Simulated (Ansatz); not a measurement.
**B2Cl4: one species, many methods**

The task here is to estimate one member of a computed series from the others.

Computed with Ansatz 0.2.0, Gaussian basis. Level: functionals in def2-TZVPP, the program's frozen cores in correlated methods.

The runs, in order: LDA (SPW92), PBE-D4, revPBE-D4, BLYP-D4, r2SCAN-D4, B97M-V, PBE0-D4, B3LYP-D4, r2SCANh-D4, r2SCAN0-D4, HSE06-D4, BHLYP-D4, CAM-B3LYP-D4, LC-ωPBE, ωB97X-V, ωB97M-V, B2PLYP, PBE-QIDH; CCSD(T)/def2-SVP; CCSD(T)/def2-TZVPP; MP2/def2-QZVPP; extrapolation to the limit; RPA on PBE.

**Structure used throughout**

An earlier PBE0-D4 in a triple-zeta def2 set relaxation fixed the geometry.

6 atoms, charge 0, spin multiplicity 1.

Atoms are counted from 1 here; the program's logs count them from 0.

Bond lengths: Cl1–B2 1.741 Å, B2–Cl3 1.741 Å, B2–B4 1.684 Å, B4–Cl5 1.741 Å, B4–Cl6 1.741 Å. Angles: Cl1–B2–Cl3 119.8°, Cl1–B2–B4 120.1°, Cl3–B2–B4 120.1°, B2–B4–Cl5 120.1°, B2–B4–Cl6 120.1°, Cl5–B4–Cl6 119.8°.

Coordinates:

```xyz
6

Cl   -1.1244   -1.9726   -0.2359
B    -0.1927   -0.6777    0.4613
Cl    0.3391   -0.7894    2.1152
B     0.1927    0.6779   -0.4611
Cl    1.6654    0.7131   -1.3889
Cl   -0.8800    2.0487   -0.4907
```

The first run:

The input, in.yaml:

```yaml
crystal:
  periodic: [false, false, false]
  atoms:
    - {symbol: Cl, position_ang: [-1.124421, -1.972570, -0.235855]}
    - {symbol: B, position_ang: [-0.192748, -0.677691, 0.461341]}
    - {symbol: Cl, position_ang: [0.339072, -0.789386, 2.115246]}
    - {symbol: B, position_ang: [0.192681, 0.677852, -0.461133]}
    - {symbol: Cl, position_ang: [1.665392, 0.713090, -1.388868]}
    - {symbol: Cl, position_ang: [-0.879974, 2.048706, -0.490732]}
basis:
  gaussian: {orbitals: def2-TZVPP}
hamiltonian: {xc: lda}
output: {orbitals: {seedname: orbitals}}
```

On the command line:

```
> ansatz run in.yaml --threads 4 --pin off --events-out ev --progress --plain --max-ram 10444MiB
```

Among the steps run: LDA; PBE-D4 (GGA); revPBE-D4 (GGA); BLYP-D4 (GGA); r2SCAN-D4 (meta-GGA); B97M-V (meta-GGA); PBE0-D4 (hybrid); B3LYP-D4 (hybrid); r2SCANh-D4 (hybrid); r2SCAN0-D4 (hybrid); HSE06-D4 (hybrid); BHLYP-D4 (hybrid); CAM-B3LYP-D4 (range-separated); LC-ωPBE (range-separated); ωB97X-V (range-separated); ωB97M-V (range-separated); B2PLYP (double hybrid); PBE-QIDH (double hybrid).

One of the session's tables, all rows but one given; the rest of the session is left out.

It belongs to the step «Orbital energies across the functionals». 

```
  functional  HOMO (eV)  LUMO (eV)  gap (eV)
 LDA (SPW92)      -7.25      -3.16      4.09
      PBE-D4      -7.12      -2.88      4.23
   revPBE-D4      -7.06      -2.78      4.29
     BLYP-D4          ?          ?         ?
   r2SCAN-D4      -7.44      -2.65      4.79
      B97M-V      -7.53      -2.56      4.96
     PBE0-D4      -8.47      -2.00      6.48
    B3LYP-D4      -8.25      -2.14      6.11
  r2SCANh-D4      -7.94      -2.33      5.60
  r2SCAN0-D4      -8.68      -1.85      6.83
    HSE06-D4      -8.07      -2.38      5.70
    BHLYP-D4      -9.74      -0.88      8.86
CAM-B3LYP-D4      -9.85      -0.81      9.04
     LC-ωPBE     -11.19       0.27     11.46
     ωB97X-V     -10.84       0.24     11.08
     ωB97M-V     -10.63       0.11     10.74
```

**Question.** Estimate the row for BLYP-D4.

Worked estimate for «HOMO (eV)». Against the share of exact exchange, B3LYP-D4 (0.2, -8.25), BHLYP-D4 (0.5, -9.74) give a slope of -4.97 per unit share; at 0 the line stands at -7.26.

The run gave: HOMO (eV): -6.99; LUMO (eV): -2.67; gap (eV): 4.32. In «HOMO (eV)» the line misses by -0.27.
